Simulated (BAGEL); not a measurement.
**One shape, several levels: singlet [SiHSeCl2]+**

Aim: a comparison of 5 runs (HF/3-21G, B3LYP/6-31G*, B3LYP/def2-SVP, PBE0/def2-SVP, RI-MP2/def2-SVP) of singlet [SiHSeCl2]+. 

The results are computed with BAGEL 1.2.2.

## (1) Starting point

The species is [SiHSeCl2]+ (5 atoms), meant as a singlet with charge +1. As SMILES of the parent species, `Cl[Si](Cl)[SeH]`. The coordinates come from a PBE0-D4/def2-TZVP relaxation. This is one conformer, not always the lowest. That shape belongs to the parent species and isn't relaxed for this state.

Bond lengths: Cl1–Si2 2.057 Å, Si2–Cl3 2.051 Å, Si2–Se4 2.274 Å, Se4–H5 1.470 Å. Angles: Cl1–Si2–Cl3 109.3°, Cl1–Si2–Se4 112.6°, Cl3–Si2–Se4 105.5°, Si2–Se4–H5 91.1°.

## (2) The energy at HF/3-21G (density fitting with qzvpp-jkfit) (run 1)

input.json reads:

```json
{ "bagel": [

{
  "title": "molecule",
  "basis": "3-21g",
  "df_basis": "qzvpp-jkfit",
  "angstrom": "true",
  "geometry": [
    { "atom": "Cl", "xyz": [    0.894500,    0.032400,    1.914100 ] },
    { "atom": "Si", "xyz": [   -0.006200,   -0.719500,    0.224600 ] },
    { "atom": "Cl", "xyz": [    1.355300,   -1.834300,   -0.829600 ] },
    { "atom": "Se", "xyz": [   -0.687500,    0.914800,   -1.202000 ] },
    { "atom": "H", "xyz": [   -1.506200,    1.533000,   -0.148600 ] }
  ]
},
{ "title": "hf", "charge": 1 },
{ "title": "print", "file": "orbitals.molden", "orbitals": "true" }

]}
```

Started as:

```bash
$ BAGEL_NUM_THREADS=1 BAGEL input.json > input.out
```

The log of the run:

```text
* using 1 threads per process

  ===============================================================
  ===============================================================

  *** Geometry ***

  { "atom" : "Cl", "xyz" : [      1.690360,      0.061227,      3.617125 ] },
  { "atom" : "Si", "xyz" : [     -0.011716,     -1.359658,      0.424432 ] },
  { "atom" : "Cl", "xyz" : [      2.561146,     -3.466325,     -1.567717 ] },
  { "atom" : "Se", "xyz" : [     -1.299187,      1.728721,     -2.271451 ] },
  { "atom" : "H", "xyz" : [     -2.846305,      2.896950,     -0.280813 ] },

  Number of auxiliary basis functions:      668

  Since a DF basis is specified, we compute 2- and 3-index integrals:
    o Being stored without compression. Storage requirement is 0.021 GB

  Number of basis functions:       63
  Number of electrons      :       83

    * METHOD: MOLECULE                             0.37

  *** RHF ***

  === Nuclear Repulsion ===
   472.2183087653

      * DIIS with orbital gradients will be used.

  === RHF iteration (3-21g) ===
      0      -3590.62257914          0.01263952           0.12
      1      -3590.73569018          0.00709971           0.11
      2      -3590.76933641          0.00074705           0.13
[... 12 lines of this table left out ...]
     15      -3590.77016638          0.00000001           0.11
    * SCF iteration converged.

    * Permanent dipole moment:
           (    1.410129,     0.071495,    -0.458708) a.u.

    * METHOD: HF                                   2.04

    * METHOD: PRINT                                0.01

  ===============================================================
```

It took 2.7 s on 1 thread of AMD EPYC 7B13 (Zen 3), shared host; peak memory 0.15 GiB.

## (3) The energy at B3LYP/6-31G(d) (density fitting with qzvpp-jkfit, spherical functions) (run 2)

input.json, as its differences from that of step 2:

```diff
@@ -4,5 +4,5 @@
   "title": "molecule",
-  "basis": "3-21g",
+  "basis": "6-31gs.json",
   "df_basis": "qzvpp-jkfit",
-  "angstrom": "true",
+  "angstrom": true,
   "geometry": [
@@ -15,4 +15,4 @@
 },
-{ "title": "hf", "charge": 1 },
-{ "title": "print", "file": "orbitals.molden", "orbitals": "true" }
+{ "title": "ks", "xc_func": "b3lyp", "charge": 1 },
+{ "title": "print", "file": "orbitals.molden", "orbitals": true }
```

The basis set 6-31G* is read from a file made from the Basis Set Exchange's data (not shown).

Started as:

```bash
$ BAGEL_NUM_THREADS=1 BAGEL input.json > input.out
```

The log of the run:

```text
* using 1 threads per process

  ===============================================================
  ===============================================================

  *** Geometry ***

  { "atom" : "Cl", "xyz" : [      1.690360,      0.061227,      3.617125 ] },
  { "atom" : "Si", "xyz" : [     -0.011716,     -1.359658,      0.424432 ] },
  { "atom" : "Cl", "xyz" : [      2.561146,     -3.466325,     -1.567717 ] },
  { "atom" : "Se", "xyz" : [     -1.299187,      1.728721,     -2.271451 ] },
  { "atom" : "H", "xyz" : [     -2.846305,      2.896950,     -0.280813 ] },

  Number of auxiliary basis functions:      668

  Since a DF basis is specified, we compute 2- and 3-index integrals:
    o Being stored without compression. Storage requirement is 0.041 GB

  Number of basis functions:       88
  Number of electrons      :       83

    * METHOD: MOLECULE                             0.52

  *** Kohn-Sham DFT ***

    * Removing 8614 points whose weight is below 1.00e-10
    * Grid points: 65916

  === Nuclear Repulsion ===
   472.2183087653

       - DIIS with orbital gradients will be used.

  === KS iteration (b3lyp / 6-31gs.json) ===
      0      -3495.33016260          0.13154519           0.54
      1      -3182.52336460          0.17221878           0.60
      2      -3070.12796777          0.07044057           0.44
[... 23 lines of this table left out ...]
     26      -3611.53454868          0.00000001           0.45
    * SCF iteration converged.

    * Permanent dipole moment:
           (    0.838763,     0.026494,    -0.367442) a.u.

    * METHOD: KS                                  12.43

    * METHOD: PRINT                                0.03

  ===============================================================
```

It took 13 s on 1 thread of AMD EPYC 7B13 (Zen 3), shared host; peak memory 0.37 GiB.

Runs 3 to 4 aren't shown in full; the table further down has their settings and results.

## (4) The energy at RI-MP2/def2-SVP (density fitting with qzvpp-jkfit) (run 5)

job.json reads:

```json
{ "bagel" : [

{
  "title" : "molecule",
  "basis" : "svp",
  "df_basis" : "qzvpp-jkfit",
  "angstrom" : true,
  "geometry" : [
    { "atom" : "Cl", "xyz" : [    0.894500,    0.032400,    1.914100 ] },
    { "atom" : "Si", "xyz" : [   -0.006200,   -0.719500,    0.224600 ] },
    { "atom" : "Cl", "xyz" : [    1.355300,   -1.834300,   -0.829600 ] },
    { "atom" : "Se", "xyz" : [   -0.687500,    0.914800,   -1.202000 ] },
    { "atom" : "H", "xyz" : [   -1.506200,    1.533000,   -0.148600 ] }
  ]
},
{ "title" : "hf", "charge" : 1 },
{ "title" : "mp2", "charge" : 1, "ncore" : 24 }

]}
```

Started as:

```bash
$ BAGEL_NUM_THREADS=1 BAGEL job.json > job.out
```

The log of the run:

```text
* using 1 threads per process

  ===============================================================
  ===============================================================

  *** Geometry ***

[... 29 lines left out ...]
    * SCF iteration converged.
[... 1 line left out ...]
    * Permanent dipole moment:
[... 2 lines left out ...]
    * METHOD: HF                                   3.53

  *** RHF ***

  === Nuclear Repulsion ===
   472.2183087653

      * DIIS with orbital gradients will be used.

  === RHF iteration (svp) ===
      0      -3607.46010940          0.00000000           0.19
    * SCF iteration converged.

    * Permanent dipole moment:
           (    1.051659,     0.278027,    -0.558371) a.u.

  === DF-MP2 calculation ===

    * freezing 24 orbitals
    * 3-index integral transformation done
    * assembly done

      MP2 correlation energy:   -0.5849948343      0.06

      MP2 total energy:       -3608.0451042356

    * METHOD: MP2                                  0.44

  ===============================================================
```

Wall time 4.8 s (1 thread of AMD EPYC 7B13 (Zen 3), shared host); peak memory 0.2 GiB.

## (5) The series

```
run                                                                 level  frozen core orbitals   energy (Eh)  HOMO energy (eV)  LUMO energy (eV)  HOMO–LUMO gap (eV)  wall time
  1                           HF/3-21G (density fitting with qzvpp-jkfit)                     –  -3590.770166            -16.43             -8.13                8.30      2.7 s
  2  B3LYP/6-31G* (density fitting with qzvpp-jkfit, spherical functions)                     –  -3611.534549            -13.21            -10.63                2.58       13 s
  3                     B3LYP/def2-SVP (density fitting with qzvpp-jkfit)                     –  -3611.225321            -13.14            -10.51                2.63       14 s
  4                      PBE0/def2-SVP (density fitting with qzvpp-jkfit)                     –  -3610.440401            -13.44            -10.42                3.02       14 s
  5                    RI-MP2/def2-SVP (density fitting with qzvpp-jkfit)                    24  -3608.045104                 –                 –                   –      4.8 s
```

## (6) Summary of results

```
                                           quantity           value
                                run 5: total energy  -3608.04510 Eh
run 5: correlation energy (24 core orbitals frozen)      -585.0 mEh
```

In words: Over runs 1, 2, 3, 4 the HOMO–LUMO gap runs from 2.58 eV (B3LYP/6-31G*) to 8.30 eV (HF/3-21G). The two ends differ in method and basis. Totals of different functionals can't be ranked against each other. All runs together took 48 s, the longest 14 s.
